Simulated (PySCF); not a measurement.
# C3H4AlFO2: the cost of one run

The runs use PySCF 2.14.0, with density-fitted response routines of our own; the level of theory stands in each step. All values are computed, except where a source is named. Atoms count from 0, in the outputs and in this text.

## Step 1: Starting geometry

11 atoms, charge 0, multiplicity 1; geometry from: GFN2-xTB. The atoms were then displaced at random by about 0.01 Å, so the start is not that level's minimum.

Bonds of the start (Å): F0–Al1 1.65, Al1–O2 1.81, O2–C3 1.32, C3–C4 1.36, C4–C5 1.40, C5–O6 1.25, O6–Al1 1.83, Al1–H7 1.50, C3–H8 1.07, C4–H9 1.07, C5–H10 1.09.

## Step 2: Geometry optimisation at PBE0-D3(BJ)/def2-SVP

Job settings and geometry (Å):

```
{"job": {"xc": "PBE0", "basis": "def2-SVP", "d3": "d3bj", "grid": 1, "shake": 0.01, "kind": "geom"}, "charge": 0, "multiplicity": 1}
F     -2.623600    -0.228970     1.457600
Al    -1.809770    -0.098290     0.033910
O     -0.478290    -1.325370    -0.011080
C      0.825850    -1.156330    -0.081120
C      1.423080     0.070770    -0.088540
C      0.666010     1.241050     0.036500
O     -0.581500     1.261560     0.120550
H     -2.461160    -0.063770    -1.313680
H      1.404150    -2.061440    -0.119560
H      2.495290     0.133840    -0.129860
H      1.178070     2.201120     0.079600
```

Command:

```console
OMP_NUM_THREADS=1 python probes_run.py task.json out
```

This one command runs all jobs of the session in turn.

Q: Estimate the wall time and peak memory of this first job on 1 thread of Arm Neoverse N1, shared host.

About 82 s, with a peak of 0.51 GiB.
